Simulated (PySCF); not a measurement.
# Changing the system itself: GeBr⁺

One physical setting of the base script is moved in each run, with the edits that it forces.

The runs use PySCF 2.14.0; each script names its method and basis.

3 further runs of the same task are left out: 3 that didn't finish.

## 1. Starting geometry

GeBr⁺: 2 atoms, charge 1, spin multiplicity 1.

Bond lengths: Ge1–Br2 2.256 Å.

## 2. Base script

input.py

```python
from pyscf import gto, scf, mp

mol = gto.M(
    atom='Ge 0 0 0; Br 0 0 2.256',
    basis='ano-rcc-vdzp',
    charge=1,
    spin=0,
    verbose=4,
)
mf = scf.RHF(mol)
mf = mf.sfx2c1e()
mf.kernel()
mp.MP2(mf, frozen=18).kernel()
mf.dip_moment()
print('orbital energies (hartree):', mf.mo_energy[..., max(0, mol.nelec[1]-3):mol.nelec[0]+3].round(4))
```

Launch:

```
$ python input.py
```

Its log is not repeated here.

In short: E(SCF) = -4701.310984 Eh, 10 cycles, E(MP2) − E(SCF) = -0.34981 Eh.

The bond length is a typed value, not an optimised one. The dipole of an ion depends on the origin.

## 3. Electric field 0.2 a.u.

Edit 1 changes electric field: none → 0.2 a.u.

input.py

```python
from pyscf import gto, scf, mp

mol = gto.M(
    atom='Ge 0 0 0; Br 0 0 2.256',
    basis='ano-rcc-vdzp',
    charge=1,
    spin=0,
    verbose=4,
)
mf = scf.RHF(mol)
mf = mf.sfx2c1e()
field = 0.2  # electric field along z, atomic units
h = mf.get_hcore() + field*mol.intor('int1e_r')[2]
mf.get_hcore = lambda *args: h
e_nuc = mol.energy_nuc() - field*mol.atom_charges() @ mol.atom_coords()[:, 2]
mf.energy_nuc = lambda *args: e_nuc
mf.kernel()
mp.MP2(mf, frozen=18).kernel()
mf.dip_moment()
print('orbital energies (hartree):', mf.mo_energy[..., max(0, mol.nelec[1]-3):mol.nelec[0]+3].round(4))
```

Launch:

```
$ python input.py
```

## 4. Bond 2.82 Å

Edit 2 changes bond length: 2.256 Å → 2.82 Å.

Changes to input.py since step 2:

```diff
@@ -3,3 +3,3 @@
 mol = gto.M(
-    atom='Ge 0 0 0; Br 0 0 2.256',
+    atom='Ge 0 0 0; Br 0 0 2.82',
     basis='ano-rcc-vdzp',
```

## 5. Charge +2 (doublet, UHF)

Edit 3 changes charge: 1 → 2; spin (2S): 0 → 1; SCF type: RHF → UHF.

input.py

```python
from pyscf import gto, scf, mp

mol = gto.M(
    atom='Ge 0 0 0; Br 0 0 2.256',
    basis='ano-rcc-vdzp',
    charge=2,
    spin=1,
    verbose=4,
)
mf = scf.UHF(mol)
mf = mf.sfx2c1e()
mf.kernel()
mp.MP2(mf, frozen=18).kernel()
mf.dip_moment()
print('orbital energies (hartree):', [e[max(0, n-3):n+3].round(4) for e, n in zip(mf.mo_energy, mol.nelec)])
```

## 6. Bond 6.768 Å

Edit 4 changes bond length: 2.256 Å → 6.768 Å.

Changes to input.py since step 2:

```diff
@@ -3,3 +3,3 @@
 mol = gto.M(
-    atom='Ge 0 0 0; Br 0 0 2.256',
+    atom='Ge 0 0 0; Br 0 0 6.768',
     basis='ano-rcc-vdzp',
```

## 7. Bond 2.324 Å

Edit 5 changes bond length: 2.256 Å → 2.324 Å.

Changes to input.py since step 2:

```diff
@@ -3,3 +3,3 @@
 mol = gto.M(
-    atom='Ge 0 0 0; Br 0 0 2.256',
+    atom='Ge 0 0 0; Br 0 0 2.324',
     basis='ano-rcc-vdzp',
```

## 8. Electric field 0.05 a.u.

Edit 6 changes electric field: none → 0.05 a.u.

Changes to input.py since step 2:

```diff
@@ -11,2 +11,7 @@
 mf = mf.sfx2c1e()
+field = 0.05  # electric field along z, atomic units
+h = mf.get_hcore() + field*mol.intor('int1e_r')[2]
+mf.get_hcore = lambda *args: h
+e_nuc = mol.energy_nuc() - field*mol.atom_charges() @ mol.atom_coords()[:, 2]
+mf.energy_nuc = lambda *args: e_nuc
 mf.kernel()
```

Q: Predict the outcome of this session. Wanted: for each run, E(SCF); from base; gap, α spin; after the SCF.

As calculated:

| run | E(SCF) (hartree) | from base (eV) | cycles | gap, α spin (eV) | after the SCF |
| --- | --- | --- | --- | --- | --- |
| base | -4701.310984 | 0 | 10 | 11.26 | MP2 correlation -9.519 eV, core frozen |
| electric field 0.2 a.u. (poor choice) | -4702.807456 | not comparable | 12 | 8.23 | MP2 correlation -11.673 eV, core frozen |
| bond 2.82 Å | -4701.253206 | +1.5722 | 11 | 8.54 | MP2 correlation -9.498 eV, core frozen |
| charge +2 (doublet, UHF) | -4700.684536 | +17.0465 | 13 | 11.76 | MP2 correlation -8.693 eV, core frozen |
| bond 6.768 Å | -4701.060884 | +6.8056 | 37 | 2.26 | MP2 correlation -12.962 eV, core frozen |
| bond 2.324 Å | -4701.308128 | +0.0777 | 10 | 10.83 | MP2 correlation -9.519 eV, core frozen |
| electric field 0.05 a.u. | -4701.413208 | not comparable | 10 | 9.64 | MP2 correlation -10.084 eV, core frozen |

**Reading.** Of the runs whose energies can be compared, “bond 6.768 Å” moves the SCF energy most (+6.806 eV). At the SCF level, going to the doublet with one electron fewer costs 17.05 eV at fixed geometry, against 17.79 eV for the negative of the highest filled level. With bond 2.82 Å the frontier gap moves by over 1.5 eV, which can mean another electronic state rather than the bond length alone. With bond 6.768 Å the frontier gap moves by over 1.5 eV, which can mean another electronic state rather than the bond length alone. Rows marked «poor choice» come from settings spoiled on purpose.
